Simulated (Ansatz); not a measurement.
# CH₅F₃Si₂: a ladder of functionals and wavefunction methods

An exercise on one series of results from a longer session: the logs are not shown, and one member is left open.

Method: functionals in def2-TZVPP, the program's frozen cores in correlated methods; program: Ansatz 0.2.0, Gaussian basis.

Levels to be run: LDA (SPW92), PBE-D4, revPBE-D4, BLYP-D4, r2SCAN-D4, B97M-V, PBE0-D4, B3LYP-D4, r2SCANh-D4, r2SCAN0-D4, HSE06-D4, BHLYP-D4, CAM-B3LYP-D4, LC-ωPBE, ωB97X-V, ωB97M-V, B2PLYP, PBE-QIDH; CCSD(T)/def2-SVP; CCSD(T)/def2-TZVPP; MP2/def2-QZVPP; extrapolation to the limit; RPA on PBE.

### The relaxed structure

All runs share one geometry, relaxed beforehand with PBE0-D4 in a triple-zeta def2 set.

SMILES `C[SiH2][Si](F)(F)F`, 11 atoms, charge 0, spin multiplicity 1.

Atoms are counted from 1 here; the program's logs count them from 0.

Bond lengths: C1–Si2 1.871 Å, C1–H7 1.092 Å, C1–H8 1.092 Å, C1–H9 1.092 Å, Si2–Si3 2.331 Å, Si2–H10 1.487 Å, Si2–H11 1.487 Å, Si3–F4 1.585 Å, Si3–F5 1.583 Å, Si3–F6 1.585 Å. Angles: Si2–C1–H7 110.4°, Si2–C1–H8 110.8°, Si2–C1–H9 110.8°, H7–C1–H8 108.3°, H7–C1–H9 108.3°, H8–C1–H9 108.3°, C1–Si2–Si3 110.0°, C1–Si2–H10 111.8°, C1–Si2–H11 111.8°, Si3–Si2–H10 107.2°, Si3–Si2–H11 107.2°, H10–Si2–H11 108.7°, Si2–Si3–F4 111.8°, Si2–Si3–F5 113.0°, Si2–Si3–F6 111.8°, F4–Si3–F5 106.7°, F4–Si3–F6 106.3°, F5–Si3–F6 106.7°.

Set-up of the first run:

in.yaml

```yaml
crystal:
  periodic: [false, false, false]
  atoms:
    - {symbol: C, position_ang: [-0.080385, -1.208729, 1.254647]}
    - {symbol: Si, position_ang: [0.807304, -0.371029, -0.163722]}
    - {symbol: Si, position_ang: [-0.503115, 1.357722, -1.016176]}
    - {symbol: F, position_ang: [-1.902641, 0.831257, -1.542193]}
    - {symbol: F, position_ang: [0.181930, 2.115793, -2.225289]}
    - {symbol: F, position_ang: [-0.823483, 2.451753, 0.085178]}
    - {symbol: H, position_ang: [0.529400, -2.019414, 1.659063]}
    - {symbol: H, position_ang: [-1.031513, -1.629139, 0.922052]}
    - {symbol: H, position_ang: [-0.282278, -0.498455, 2.058858]}
    - {symbol: H, position_ang: [2.097519, 0.227662, 0.270163]}
    - {symbol: H, position_ang: [1.072762, -1.314621, -1.281981]}
basis:
  gaussian: {orbitals: def2-TZVPP}
hamiltonian: {xc: lda}
output: {orbitals: {seedname: orbitals}}
```

Among the steps run: LDA; PBE-D4 (GGA); revPBE-D4 (GGA); BLYP-D4 (GGA); r2SCAN-D4 (meta-GGA); B97M-V (meta-GGA); PBE0-D4 (hybrid); B3LYP-D4 (hybrid); r2SCANh-D4 (hybrid); r2SCAN0-D4 (hybrid); HSE06-D4 (hybrid); BHLYP-D4 (hybrid); CAM-B3LYP-D4 (range-separated); LC-ωPBE-D4 (range-separated; the results give it without D4); ωB97X-V (range-separated); ωB97M-V (range-separated); B2PLYP (double hybrid); PBE-QIDH (double hybrid).

One of the session's tables, all rows but one given; the rest of the session is left out.

It belongs to the step «Orbital energies across the functionals». 

| functional | HOMO (eV) | gap (eV) |
| --- | --- | --- |
| LDA (SPW92) | -7.78 | 6.36 |
| PBE-D4 | -7.65 | 6.47 |
| revPBE-D4 | -7.59 | 6.53 |
| BLYP-D4 | -7.56 | 6.52 |
| r2SCAN-D4 | -7.95 | 7.10 |
| B97M-V | -8.02 | 6.93 |
| PBE0-D4 | ? | ? |
| B3LYP-D4 | -8.77 | 8.20 |
| r2SCANh-D4 | -8.43 | 7.86 |
| r2SCAN0-D4 | -9.15 | 8.99 |
| HSE06-D4 | -8.56 | 7.82 |
| BHLYP-D4 | -10.21 | 10.67 |
| CAM-B3LYP-D4 | -10.33 | 10.96 |
| LC-ωPBE | -11.61 | 13.42 |
| ωB97X-V | -11.29 | 12.94 |
| ωB97M-V | -11.05 | 12.36 |

Estimate the missing values for PBE0-D4.

**Answer.** HOMO (eV): -8.96; gap (eV): 8.60. In the column «HOMO (eV)» it lies between r2SCAN0-D4 (-9.15) and B3LYP-D4 (-8.77).
